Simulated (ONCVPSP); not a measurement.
# Pseudopotential generation for terbium: ONCV, LDA (Perdew-Wang 92)

Aim: build the potential from the settings below, then test how well it stands in for the atom: other configurations, scattering, ghost states and the plane-wave cutoff that it needs.

Method: ONCVPSP 4.0.1, LDA (Perdew-Wang 92), scalar-relativistic.

## 1. Starting point

The settings as typed:

```json
{"element": "terbium (Tb, Z = 65)", "type": "optimised norm-conserving Vanderbilt (ONCV)", "frozen core": "[Kr] 4d10 4f8", "valence charge": "11", "reference configuration": "5s2 5p6 5d1.5 6s1.5", "partial waves": "5s+6s: rc 1.90 bohr, ncon 4, nbas 7, qcut 6.8 1/bohr, 3 projectors, debl 0.5 Ha; 5p: rc 2.30 bohr, ncon 4, nbas 9, qcut 6.1 1/bohr, 2 projectors, debl 3 Ha; 5d: rc 2.80 bohr, ncon 4, nbas 9, qcut 5.2 1/bohr, 2 projectors, debl 1.4 Ha", "local potential": "polynomial inside 1.75 bohr (lpopt 4, dvloc0 1 Ha)", "core correction": "Teter function, fcfact 4, rcfact 1"}
```

An earlier all-electron run gives the scale for the radii.

All-electron outer shells of the reference configuration (LDA (PZ), scalar-relativistic, ld1.x):

| shell | level (eV) | outermost node (bohr) | outermost maximum (bohr) |
| --- | --- | --- | --- |
| 5s | -50.64 | 0.64 | 1.16 |
| 5p | -27.28 | 0.69 | 1.33 |
| 4f | -8.42 | – | 0.55 |
| 6s | -4.12 | 1.58 | 3.32 |
| 5d | -2.17 | 0.77 | 1.99 |
| 6p | -1.30 | 1.90 | 4.66 |

## 2. Generating the potential

Input file Tb.dat:

```
# ATOM AND REFERENCE CONFIGURATION
# atsym  z   nc   nv     iexc    psfile
  Tb 65.00   10    4  -001012      upf
#
#   n    l    f
    1    0    2.00
    2    0    2.00
    2    1    6.00
    3    0    2.00
    3    1    6.00
    3    2   10.00
    4    0    2.00
    4    1    6.00
    4    2   10.00
    4    3    8.00
    5    0    2.00
    5    1    6.00
    5    2    1.50
    6    0    1.50
#
# PSEUDOPOTENTIAL AND OPTIMIZATION
# lmax
    2
#
#   l,   rc,      ep,       ncon, nbas, qcut
    0    1.90    0.00    4    7    6.80
    1    2.30    0.00    4    9    6.10
    2    2.80    0.00    4    9    5.20
#
# LOCAL POTENTIAL
# lloc, lpopt,  rc(5),   dvloc0
    4    4    1.75    1.00
#
# VANDERBILT-KLEINMAN-BYLANDER PROJECTORs
# l, nproj, debl
    0    3    0.50
    1    2    3.00
    2    2    1.40
#
# MODEL CORE CHARGE
# icmod, fcfact, rcfact
    3    4.00    1.00
#
# LOG DERIVATIVE ANALYSIS
# epsh1, epsh2, depsh
   -3.00    5.00    0.02
#
# OUTPUT GRID
# rlmax, drl
    6.00    0.01
#
# TEST CONFIGURATIONS
# ncnf
    4
# nvcnf
#   n    l    f
    4
    5    0    2.00
    5    1    6.00
    5    2    1.00
    6    0    2.00
#
    4
    5    0    2.00
    5    1    6.00
    5    2    1.00
    6    0    1.00
#
    4
    5    0    2.00
    5    1    6.00
    5    2    1.00
    6    0    0.00
#
    4
    5    0    2.00
    5    1    6.00
    5    2    1.00
    6    0    1.50
#
```

Started as:

```sh
oncvpsp.x < Tb.dat > Tb.out
```

Before running it: what results should come out? Wanted: cutoffs for 1 and 0.1 mHa per electron, occupied waves; bound ghosts; GHOST(+) flags; largest test error; largest phase difference near zero energy, channels read; rms error of d²Exc/dn², without and with the model core.

**Answer**, as computed:

```
                                                quantity                          value
  cutoffs for 1 and 0.1 mHa per electron, occupied waves                16 Ha and 19 Ha
                                            bound ghosts                     none found
                                          GHOST(+) flags                    s at 586 eV
                            largest test error (AE − PS)  -3.2 meV, for 5s2 5p6 5d1 6s1
largest phase difference near zero energy, channels read                      0.003 rad
 rms error of d²Exc/dn², without and with the model core              6.12 and 4.27 mHa
```

**Reading.** By total energies transferability is very good: the largest error is 3.2 meV on 6.0 eV, for 5s2 5p6 5d1 6s1. It counts as soft on the atom at that tolerance, with 16 Ha needed at the looser tolerance. It is free of bound ghosts as far as tested. Near zero energy the phases of the channels with partial waves agree within 0.003 rad. The program also flags highly localised states, GHOST(+) (s). Note that the frozen 4f shell (-8 eV) lies higher than the valence 5s shell (-51 eV). All of this concerns the isolated atom, not yet a solid.
